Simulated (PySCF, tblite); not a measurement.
**C6H11AsOSi: geometry, infrared bands and NMR shifts**

Aim: predict the infrared bands and NMR shifts of C6H11AsOSi (`C=CC(=O)[Si@@H]1CCC[AsH]1`).

Computed with tblite 0.8.0 and PySCF 2.14.0, with density-fitted response routines of our own, on a single molecule in the gas phase. Atoms are numbered from 0 throughout.

## (1) Starting geometry

20 atoms, charge 0, multiplicity 1; geometry from: force field or distance geometry start.

Bonds of the start (Å): C0–C1 1.34, C1–C2 1.48, C2–O3 1.24, C2–Si4 1.85, Si4–C5 1.86, C5–C6 1.53, C6–C7 1.53, C7–As8 1.97, As8–Si4 2.30, C0–H9 1.07, C0–H10 1.07, C1–H11 1.07, Si4–H12 1.47, C5–H13 1.12, C5–H14 1.11, C6–H15 1.12, C6–H16 1.11, C7–H17 1.11, C7–H18 1.11, As8–H19 1.57.

## (2) Relaxing the molecule with GFN2-xTB

Job settings and geometry (Å):

```
{"job": {"kind": "relax", "xc": "GFN2-xTB", "basis": "xTB"}, "charge": 0, "multiplicity": 1}
C      3.598500     0.127100    -0.497800
C      2.268000     0.180800    -0.316100
C      1.679700     0.205900     1.040900
O      2.387500     0.194600     2.064300
Si    -0.163000     0.267900     1.229000
C     -0.954800    -1.218400     0.431400
C     -2.161400    -0.729800    -0.364500
C     -1.802400     0.499800    -1.205100
As    -1.051800     1.932800    -0.079000
H      3.984300     0.105500    -1.498400
H      4.279300     0.112900     0.333600
H      1.619700     0.186600    -1.171500
H     -0.575700     0.425300     2.635300
H     -0.215200    -1.698600    -0.254100
H     -1.260800    -1.938200     1.214400
H     -2.988400    -0.469800     0.351400
H     -2.521000    -1.547200    -1.018300
H     -1.060300     0.209500    -1.980100
H     -2.719000     0.875000    -1.716000
H     -2.348400     2.010700     0.797300
```

Launch:

```bash
$ OMP_NUM_THREADS=1 python probes_run.py task.json out
```

This one command runs all jobs of the session in turn.

**Question.** This job is followed by: GFN2-xTB harmonic vibrations, gas phase; GIAO PBE0/pcSseg-1 NMR shielding, non-relativistic, gas phase. What will the session give for the following? strongest single infrared mode (GFN2-xTB); zero-point energy (GFN2-xTB); ¹³C shifts against TMS (PBE0/pcSseg-1); ¹H shifts against TMS (PBE0/pcSseg-1); ¹⁷O shifts against H2O (PBE0/pcSseg-1); ²⁹Si shifts against TMS (PBE0/pcSseg-1); ⁷⁵As shifts against AsH3 (PBE0/pcSseg-1).

**Answer**, as computed:

```
                                 quantity                                                                 value
strongest single infrared mode (GFN2-xTB)                                                 1889 cm⁻¹, 645 km/mol
             zero-point energy (GFN2-xTB)                                                         93.3 kcal/mol
   ¹³C shifts against TMS (PBE0/pcSseg-1)                             233.7, 140.0, 130.9, 36.9, 31.8, 19.6 ppm
    ¹H shifts against TMS (PBE0/pcSseg-1)  6.99, 6.53, 5.68, 4.72, 2.67, 2.48, 2.39, 1.71, 1.45, 1.16, 0.81 ppm
   ¹⁷O shifts against H2O (PBE0/pcSseg-1)                                                             817.7 ppm
  ²⁹Si shifts against TMS (PBE0/pcSseg-1)                                                              -9.0 ppm
 ⁷⁵As shifts against AsH3 (PBE0/pcSseg-1)                                                               244 ppm
```

In words: Relaxing lowered the energy by 0.275 eV in 84 steps; the close pair that moved most is C2–Si4, from 1.853 to 1.921 Å. All 54 modes are real, so the xTB geometry is a minimum. The strongest single mode, at 1889 cm⁻¹, moves mainly H19. GFN2-xTB is a fitted tight-binding method: band positions and strengths are rough. Its intensities can rank the bands wrongly. H11 (hydrogen on an α carbon of a C=C–C=O unit) lies farthest downfield among hydrogen, at 6.99 ppm; olefinic region. At PBE0/pcSseg-1: The widest tensor belongs to O3: span 1777 ppm, with a paramagnetic part of -878 ppm. Spin-orbit coupling is left out, which matters for shieldings and couplings at and beside the heavy atoms.
